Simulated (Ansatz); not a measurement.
# BiRh (rocksalt type): the cost of one run

Program: Ansatz 0.2.0. Level of theory: DFT PBEsol, with the methods named in each step. These are calculated values, not measurements.

1 further run of the same task is left out (it didn't finish). Runs told in other sessions of the task aren't counted.

### Step 1. Starting point

Symmetry: Fm-3m, No. 225, cubic system. Conventional cell: a = 5.509 Å, b = 5.509 Å, c = 5.509 Å, α = 90.00°, β = 90.00°, γ = 90.00°. Around Rh (site symmetry m-3m) lie 6 Bi at 2.75 Å. Bi (site symmetry m-3m) is surrounded by 6 Rh at 2.75 Å.

Coordinates:

```cif
data_structure
_symmetry_space_group_name_H-M 'Fm-3m'
_symmetry_Int_Tables_number 225
_cell_length_a 5.5086
_cell_length_b 5.5086
_cell_length_c 5.5086
_cell_angle_alpha 90.000
_cell_angle_beta 90.000
_cell_angle_gamma 90.000
_cell_volume 167.15
loop_
_atom_site_label
_atom_site_type_symbol
_atom_site_symmetry_multiplicity
_atom_site_Wyckoff_symbol
_atom_site_fract_x
_atom_site_fract_y
_atom_site_fract_z
_atom_site_occupancy
Rh1 Rh 4 a 0.00000 0.00000 0.00000 1
Bi1 Bi 4 b 0.50000 0.00000 0.00000 1
```

The file gives the conventional cell by its symmetry; the runs use the cell typed in the input.

Whether this phase is the stable one at these pressures isn't tested.

Atoms are numbered in the order of the input: Rh1, Bi2.

### Step 2. The reference volume, LAPW

Contents of input.yaml:

```yaml
crystal:
  lattice:
    - [0.0, 2.7542823972, 2.7542823972]
    - [2.7542823972, 0.0, 2.7542823972]
    - [2.7542823972, 2.7542823972, 0.0]
  atoms:
    - { symbol: Rh, position: [0.0, 0.0, 0.0] }
    - { symbol: Bi, position: [0.5, 0.5, 0.5] }
kpoints:
  mp_grid: { grid: [12, 12, 12] }
  band_path:
    path:
      - [0.0, 0.0, 0.0]
      - [0.5, 0.0, 0.5]
      - [0.625, 0.25, 0.625]
      - [0.375, 0.375, 0.75]
      - [0.0, 0.0, 0.0]
      - [0.5, 0.5, 0.5]
      - [0.5, 0.25, 0.75]
      - [0.5, 0.0, 0.5]
    npoints: 14
scf:
  occupations: { method: fermi_dirac, width: 0.08 }
hamiltonian:
  xc: pbesol
  pseudopotentials: { kind: all_electron, lapw: { basis_error: 0.001 } }
output:
  forces: true
  stress: true
  eigenvalues: true
  populations: true
  dos: { projected: true, de: 0.2, e_range: [-14, 8] }
```

Run with:

```bash
ansatz run input.yaml --threads 1 --pin off --max-ram 2048MiB --backend cpu --events-out ev --progress --plain --runs-dir out
```

What time and memory should one allow on 1 thread of Arm Neoverse V1, shared host?

About 53 s, with a peak of 0.5 GiB.
